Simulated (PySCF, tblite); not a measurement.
# H9NO3Si3: infrared bands and NMR shifts

What infrared bands and NMR shifts should H9NO3Si3 (`N[Si](O)(O[SiH3])O[SiH3]`) show?

The runs use tblite 0.8.0 and PySCF 2.14.0, with density-fitted response routines of our own; the level of theory stands in each step. All values are computed, except where a source is named. Atoms are numbered from 0 throughout.

## (1) The molecule as given

16 atoms, charge 0, multiplicity 1; geometry from: GFN2-xTB.

Bonds of the start (Å): N0–Si1 1.72, Si1–O2 1.62, Si1–O3 1.62, O3–Si4 1.62, Si1–O5 1.62, O5–Si6 1.62, N0–H7 1.01, N0–H8 1.01, O2–H9 0.95, Si4–H10 1.47, Si4–H11 1.46, Si4–H12 1.46, Si6–H13 1.46, Si6–H14 1.46, Si6–H15 1.46.

## (2) Harmonic vibrations with GFN2-xTB

Job settings and geometry (Å):

```
{"job": {"kind": "ir", "xc": "GFN2-xTB", "basis": "xTB"}, "charge": 0, "multiplicity": 1}
N     -0.393550    -2.115547    -1.079016
Si     0.017252    -0.506236    -0.638630
O      0.467445     0.352380    -1.936592
O      1.263115    -0.411119     0.388484
Si     2.089160     0.512561     1.431240
O     -1.322131     0.108948     0.035253
Si    -1.955445     1.013286     1.214124
H     -0.844066    -2.686658    -0.383945
H      0.312665    -2.652848    -1.553629
H     -0.155332     0.454385    -2.650688
H      1.224919     0.808794     2.577720
H      2.520715     1.747385     0.777228
H      3.208504    -0.358175     1.787727
H     -1.291561     2.317547     1.252021
H     -3.356493     1.108566     0.810456
H     -1.792796     0.315674     2.491803
```

**Question.** This job is followed by: GIAO PBE0/pcSseg-1 NMR shielding, non-relativistic, gas phase. What will the session give for the following? strongest single infrared mode (GFN2-xTB); zero-point energy (GFN2-xTB); 1H shifts against TMS (PBE0/pcSseg-1, means over atoms taken as alike); 15N shifts against NH3 (PBE0/pcSseg-1); 29Si shifts against TMS (PBE0/pcSseg-1, means over atoms taken as alike); 17O shifts against H2O (PBE0/pcSseg-1, means over atoms taken as alike).

**Answer**, as computed:

| quantity | value |
| --- | --- |
| strongest single infrared mode (GFN2-xTB) | 1107 cm⁻¹, 693 km/mol |
| zero-point energy (GFN2-xTB) | 60.7 kcal/mol |
| 1H shifts against TMS (PBE0/pcSseg-1, means over atoms taken as alike) | 5.21, 1.85, 0.48 ppm |
| 15N shifts against NH3 (PBE0/pcSseg-1) | 24.6 ppm |
| 29Si shifts against TMS (PBE0/pcSseg-1, means over atoms taken as alike) | -43.5, -74.1 ppm |
| 17O shifts against H2O (PBE0/pcSseg-1, means over atoms taken as alike) | 50.4, 43.4 ppm |

What this shows: No mode is imaginary among the 42: a minimum at this level. The strongest single mode, at 1107 cm⁻¹, moves mainly O5 and O3. Unscaled tight-binding wavenumbers are off by several per cent, some by more. Its intensities can rank the bands wrongly. At PBE0/pcSseg-1: The largest span, 104 ppm, is at Si4, Si6, where the paramagnetic term is -488 ppm.
